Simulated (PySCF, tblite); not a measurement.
# C5H14Si: a rotation path, then NMR shifts on frames, part 2 of 2

tblite 0.8.0 and PySCF 2.14.0. Atoms count from 0.

## Step 5: Shielding tensors: image 4, PBE0/pcSseg-1

Job settings and geometry (Å):

```
{"job": {"kind": "nmr", "xc": "PBE0", "basis": "pcSseg-1", "pop": false}, "charge": 0, "multiplicity": 1}
C     -3.106600    -0.279700     0.460400
C     -1.875800     0.582500     0.203800
C     -0.699800    -0.256800    -0.289400
C      0.561200     0.571500    -0.521400
C      1.735900    -0.295400    -1.006500
Si     3.261500    -0.163400     0.120200
H     -3.939900     0.330200     0.799300
H     -2.895400    -1.026700     1.222500
H     -3.405700    -0.795800    -0.450000
H     -2.114700     1.345400    -0.541000
H     -1.592600     1.096700     1.125300
H     -0.483200    -1.035400     0.447200
H     -0.978000    -0.749700    -1.224500
H      0.822800     1.078600     0.410800
H      0.346200     1.353200    -1.252800
H      1.413600    -1.337000    -1.053200
H      1.998600    -0.026100    -2.031000
H      3.716600     1.228300     0.174000
H      4.340400    -1.009700    -0.391500
H      2.889700    -0.600100     1.469200
```

Method: GIAO PBE0/pcSseg-1 NMR shielding, non-relativistic, gas phase.

Log:

```text
coarse grid: 15736 points
cycle   1  E = -487.9491508354  dE =  1.996e-01  |g| = 4.255e-01  |ddm| = 3.690e+00
cycle   2  E = -487.9357829916  dE =  1.337e-02  |g| = 4.870e-01  |ddm| = 8.295e-01
cycle   3  E = -487.9994010663  dE = -6.362e-02  |g| = 2.727e-02  |ddm| = 4.652e-01
cycle   4  E = -487.9995364438  dE = -1.354e-04  |g| = 1.550e-02  |ddm| = 4.197e-02
cycle   5  E = -487.9995951226  dE = -5.868e-05  |g| = 3.882e-03  |ddm| = 1.606e-02
cycle   6  E = -487.9995986511  dE = -3.529e-06  |g| = 5.320e-04  |ddm| = 3.424e-03
final grid: 143176 points
cycle   7  E = -488.0369134010  dE = -3.941e-05  |g| = 8.752e-03  |ddm| = 2.760e-02
cycle   8  E = -488.0369059227  dE =  7.478e-06  |g| = 1.026e-02  |ddm| = 1.684e-02
cycle   9  E = -488.0369337591  dE = -2.784e-05  |g| = 3.457e-04  |ddm| = 9.120e-03
cycle  10  E = -488.0369337806  dE = -2.145e-08  |g| = 1.715e-04  |ddm| = 5.016e-04
cycle  11  E = -488.0369337877  dE = -7.105e-09  |g| = 3.573e-05  |ddm| = 1.576e-04
cycle  12  E = -488.0369337880  dE = -2.915e-10  |g| = 7.813e-06  |ddm| = 4.103e-05
converged SCF energy = -488.0369337880

GIAO shielding tensors (ppm)
atom      isotropic    diamagn.    paramagn.     s11        s22        s33       span
  0 C      169.623     245.068     -75.444    158.051    163.069    187.750     29.700
  1 C      158.434     247.460     -89.026    146.653    155.906    172.744     26.091
  2 C      145.083     251.443    -106.360    115.310    143.089    176.850     61.540
  3 C      158.605     249.536     -90.931    142.689    154.571    178.557     35.868
  4 C      179.268     250.771     -71.502    155.086    178.937    203.781     48.695
  5 Si     420.797     879.089    -458.291    393.419    399.804    469.169     75.749
  6 H       30.479      26.962       3.517     25.796     27.618     38.023     12.227
  7 H       30.775      29.406       1.368     26.598     29.228     36.498      9.900
  8 H       30.765      28.864       1.902     26.612     29.076     36.608      9.997
  9 H       30.439      31.841      -1.403     25.555     30.489     35.273      9.719
 10 H       30.483      32.410      -1.927     25.547     30.821     35.082      9.535
 11 H       30.519      35.007      -4.489     26.037     32.396     33.123      7.086
 12 H       30.423      34.360      -3.936     26.004     31.603     33.663      7.658
 13 H       30.715      34.907      -4.192     25.015     32.754     34.377      9.361
 14 H       30.065      33.607      -3.542     24.890     30.435     34.871      9.981
 15 H       31.461      32.324      -0.863     26.242     31.744     36.396     10.154
 16 H       30.557      30.507       0.050     25.458     28.828     37.384     11.926
 17 H       27.969      28.712      -0.742     24.645     26.166     33.097      8.452
 18 H       27.819      28.039      -0.220     24.248     25.271     33.936      9.688
 19 H       27.980      29.269      -1.289     24.459     26.967     32.515      8.056
```

It took 20 s on 1 thread of Arm Neoverse V1, shared host; peak memory 0.85 GiB.

This run: δ C2 41.8, C1 28.5, C3 28.3, C0 17.3, H18 3.90, H17 3.75 ppm.

## Step 6: Shielding tensors: image 6, PBE0/pcSseg-1

Job settings and geometry (Å):

```
{"job": {"kind": "nmr", "xc": "PBE0", "basis": "pcSseg-1", "pop": false}, "charge": 0, "multiplicity": 1}
C     -2.960700    -0.328500     0.630700
C     -1.841400     0.588600     0.150400
C     -0.611300    -0.208700    -0.276900
C      0.537100     0.681700    -0.741900
C      1.765100    -0.141700    -1.151200
Si     3.020800    -0.353000     0.259800
H     -3.834000     0.249200     0.921800
H     -2.632100    -0.910900     1.488700
H     -3.252400    -1.018500    -0.158900
H     -2.198100     1.185200    -0.693000
H     -1.566800     1.279000     0.951100
H     -0.273800    -0.827700     0.557900
H     -0.889900    -0.877700    -1.095700
H      0.804500     1.374900     0.059500
H      0.192300     1.287400    -1.583700
H      1.433000    -1.115800    -1.515100
H      2.261000     0.338400    -1.997600
H      3.483600     0.971800     0.685800
H      4.169900    -1.128000    -0.211000
H      2.388100    -1.035100     1.390900
```

Method: GIAO PBE0/pcSseg-1 NMR shielding, non-relativistic, gas phase.

Log:

```text
coarse grid: 15736 points
cycle   1  E = -487.9509272592  dE =  2.040e-01  |g| = 4.259e-01  |ddm| = 3.687e+00
cycle   2  E = -487.9376940341  dE =  1.323e-02  |g| = 4.870e-01  |ddm| = 8.257e-01
cycle   3  E = -488.0012355813  dE = -6.354e-02  |g| = 2.731e-02  |ddm| = 4.619e-01
cycle   4  E = -488.0013700582  dE = -1.345e-04  |g| = 1.553e-02  |ddm| = 4.172e-02
cycle   5  E = -488.0014288377  dE = -5.878e-05  |g| = 3.882e-03  |ddm| = 1.608e-02
cycle   6  E = -488.0014323693  dE = -3.532e-06  |g| = 5.352e-04  |ddm| = 3.438e-03
final grid: 143176 points
cycle   7  E = -488.0384369718  dE = -3.728e-05  |g| = 8.785e-03  |ddm| = 2.463e-02
cycle   8  E = -488.0384295457  dE =  7.426e-06  |g| = 1.026e-02  |ddm| = 1.650e-02
cycle   9  E = -488.0384573264  dE = -2.778e-05  |g| = 3.603e-04  |ddm| = 9.092e-03
cycle  10  E = -488.0384573514  dE = -2.499e-08  |g| = 1.679e-04  |ddm| = 5.174e-04
cycle  11  E = -488.0384573582  dE = -6.807e-09  |g| = 3.445e-05  |ddm| = 1.497e-04
cycle  12  E = -488.0384573585  dE = -2.743e-10  |g| = 7.440e-06  |ddm| = 4.059e-05
converged SCF energy = -488.0384573585

GIAO shielding tensors (ppm)
atom      isotropic    diamagn.    paramagn.     s11        s22        s33       span
  0 C      169.571     245.364     -75.793    157.975    163.062    187.676     29.702
  1 C      158.477     247.529     -89.052    146.780    156.057    172.593     25.813
  2 C      146.797     251.657    -104.861    119.297    146.700    174.393     55.097
  3 C      157.501     249.330     -91.828    143.630    155.537    173.337     29.707
  4 C      177.998     250.514     -72.516    156.285    178.211    199.497     43.213
  5 Si     420.847     879.302    -458.454    385.203    408.862    468.477     83.274
  6 H       30.476      27.114       3.362     25.801     27.603     38.024     12.224
  7 H       30.756      29.665       1.091     26.527     29.289     36.451      9.925
  8 H       30.768      29.088       1.680     26.648     29.052     36.603      9.955
  9 H       30.388      31.733      -1.345     25.512     30.392     35.260      9.747
 10 H       30.490      32.367      -1.877     25.592     30.679     35.200      9.609
 11 H       30.349      35.179      -4.830     25.479     32.359     33.209      7.730
 12 H       30.609      34.477      -3.868     26.133     31.603     34.090      7.957
 13 H       30.598      34.314      -3.716     25.686     31.795     34.314      8.628
 14 H       29.933      33.145      -3.211     24.303     30.310     35.186     10.883
 15 H       31.336      31.863      -0.527     26.537     30.902     36.569     10.032
 16 H       30.571      29.887       0.684     25.064     28.761     37.887     12.823
 17 H       27.978      28.988      -1.010     24.717     26.087     33.131      8.414
 18 H       27.820      28.247      -0.427     24.316     25.298     33.847      9.532
 19 H       27.852      29.425      -1.573     24.034     27.334     32.188      8.153
```

It took 20 s on 1 thread of Arm Neoverse V1, shared host; peak memory 0.85 GiB.

Key values: δ C2 40.1, C3 29.4, C1 28.4, C0 17.4, H18 3.90, H19 3.87 ppm.

## Step 7: Shielding tensors: image 8, PBE0/pcSseg-1

Job settings and geometry (Å):

```
{"job": {"kind": "nmr", "xc": "PBE0", "basis": "pcSseg-1", "pop": false}, "charge": 0, "multiplicity": 1}
C     -2.847000    -0.300100     0.771000
C     -1.827000     0.588500     0.069800
C     -0.510200    -0.142600    -0.181600
C      0.507100     0.740400    -0.896600
C      1.804300     0.004000    -1.225200
Si     2.807400    -0.574200     0.284800
H     -3.782100     0.234700     0.922400
H     -2.472300    -0.619400     1.741100
H     -3.052100    -1.187300     0.175400
H     -2.238100     0.928400    -0.883900
H     -1.635600     1.474400     0.680000
H     -0.095000    -0.473800     0.772800
H     -0.701500    -1.033000    -0.786200
H      0.729800     1.609900    -0.272900
H      0.058200     1.112400    -1.823300
H      1.572700    -0.852700    -1.862300
H      2.432300     0.668100    -1.824000
H      2.925100     0.527000     1.243900
H      4.141600    -0.970300    -0.172300
H      2.177000    -1.723700     0.938600
```

Method: GIAO PBE0/pcSseg-1 NMR shielding, non-relativistic, gas phase.

Log:

```text
coarse grid: 15736 points
cycle   1  E = -487.9526174033  dE =  2.076e-01  |g| = 4.262e-01  |ddm| = 3.690e+00
cycle   2  E = -487.9394711467  dE =  1.315e-02  |g| = 4.870e-01  |ddm| = 8.231e-01
cycle   3  E = -488.0029937543  dE = -6.352e-02  |g| = 2.728e-02  |ddm| = 4.585e-01
cycle   4  E = -488.0031286098  dE = -1.349e-04  |g| = 1.545e-02  |ddm| = 4.160e-02
cycle   5  E = -488.0031866233  dE = -5.801e-05  |g| = 3.859e-03  |ddm| = 1.588e-02
cycle   6  E = -488.0031901213  dE = -3.498e-06  |g| = 5.405e-04  |ddm| = 3.422e-03
final grid: 143176 points
cycle   7  E = -488.0403419150  dE = -4.114e-05  |g| = 8.997e-03  |ddm| = 2.647e-02
cycle   8  E = -488.0403340928  dE =  7.822e-06  |g| = 1.051e-02  |ddm| = 1.689e-02
cycle   9  E = -488.0403632623  dE = -2.917e-05  |g| = 3.794e-04  |ddm| = 9.311e-03
cycle  10  E = -488.0403632907  dE = -2.834e-08  |g| = 1.731e-04  |ddm| = 5.357e-04
cycle  11  E = -488.0403632979  dE = -7.222e-09  |g| = 3.685e-05  |ddm| = 1.584e-04
cycle  12  E = -488.0403632982  dE = -3.146e-10  |g| = 7.913e-06  |ddm| = 4.267e-05
converged SCF energy = -488.0403632982

GIAO shielding tensors (ppm)
atom      isotropic    diamagn.    paramagn.     s11        s22        s33       span
  0 C      169.662     245.507     -75.845    158.128    163.294    187.565     29.436
  1 C      158.050     247.499     -89.449    145.834    155.802    172.514     26.680
  2 C      148.255     251.937    -103.681    128.537    146.072    170.157     41.620
  3 C      154.577     248.917     -94.340    142.811    153.362    167.559     24.747
  4 C      175.703     250.130     -74.427    161.676    172.509    192.924     31.248
  5 Si     421.461     879.356    -457.896    385.381    410.996    468.005     82.624
  6 H       30.447      27.150       3.298     25.748     27.599     37.995     12.247
  7 H       30.735      29.760       0.975     26.526     29.238     36.442      9.915
  8 H       30.764      29.381       1.383     26.645     29.084     36.562      9.917
  9 H       30.398      31.764      -1.367     25.424     30.490     35.279      9.855
 10 H       30.420      32.180      -1.760     25.573     30.533     35.152      9.579
 11 H       30.370      35.455      -5.086     25.024     31.978     34.108      9.084
 12 H       30.724      34.872      -4.148     26.327     31.844     34.001      7.674
 13 H       30.370      33.547      -3.177     25.997     30.572     34.541      8.545
 14 H       29.906      32.735      -2.829     24.307     30.245     35.166     10.859
 15 H       30.954      31.204      -0.249     26.586     29.556     36.721     10.136
 16 H       30.607      29.403       1.204     24.951     28.777     38.095     13.144
 17 H       28.045      29.389      -1.344     24.909     26.342     32.884      7.975
 18 H       27.873      28.390      -0.517     24.494     25.406     33.720      9.226
 19 H       27.732      29.566      -1.834     23.967     27.073     32.155      8.188
```

It took 21 s on 1 thread of Arm Neoverse V1, shared host; peak memory 0.85 GiB.

In short: δ C2 38.7, C3 32.3, C1 28.9, C0 17.3, H19 3.99, H18 3.84 ppm.

## Step 8: Side by side: NMR shifts

Shifts (ppm) of some atoms, chosen among heavy atoms and hydrogens apart, with basis size and wall time:

| frame | C2 | C3 | C1 | C4 | H14 | H15 | Si5 | functions | time |
| --- | --- | --- | --- | --- | --- | --- | --- | --- | --- |
| image 0 | 43.3 | 32.2 | 28.4 | 12.9 | 1.30 | 0.73 | -71.1 | 179 | 28 s |
| image 2 | 43.1 | 30.6 | 28.4 | 10.9 | 1.47 | 0.43 | -71.0 | 179 | 21 s |
| image 4 | 41.8 | 28.3 | 28.5 | 7.7 | 1.65 | 0.26 | -71.6 | 179 | 20 s |
| image 6 | 40.1 | 29.4 | 28.4 | 8.9 | 1.78 | 0.38 | -71.7 | 179 | 20 s |
| image 8 | 38.7 | 32.3 | 28.9 | 11.2 | 1.81 | 0.76 | -72.3 | 179 | 21 s |

## Step 9: Outcome

What follows sums up all 2 parts.

| quantity | value |
| --- | --- |
| barrier | 0.114 eV (2.6 kcal/mol) at image 4 |
| end to end (GFN2-xTB) | 0.008 eV |
| ¹³C shifts against TMS (PBE0/pcSseg-1, image 0) | 43.3, 32.2, 28.4, 17.4, 12.9 ppm |
| ¹H shifts against TMS (PBE0/pcSseg-1, image 0) | 3.95, 3.77, 3.77, 1.34, 1.33, 1.30, 1.30, 1.28, 1.27, 1.27, 0.96, 0.95, 0.73, 0.73 ppm |
| ²⁹Si shifts against TMS (PBE0/pcSseg-1, image 0) | -71.1 ppm |
| surface potential, 1st and 99th percentile | -0.10 V and 0.73 V |
| range of the shift of C4 | 7.7 to 12.9 ppm |

Along the band the dihedral turns by 116°, and the top (dihedral 237°) lies 2.6 kcal/mol above the start (GFN2-xTB, rough), so at room temperature this motion is fast. Ends this close can change order at a higher level. The top was not checked by a frequency run. Shifts at one fixed geometry are not the observed spectrum, which averages over the motion. In the first frame run (image 0): The widest tensor belongs to Si5: span 78 ppm, with a paramagnetic part of -459 ppm. In ppm, C4 moves most: its shift spreads over 5.2 ppm, from 7.7 (image 4) to 12.9 (image 0).
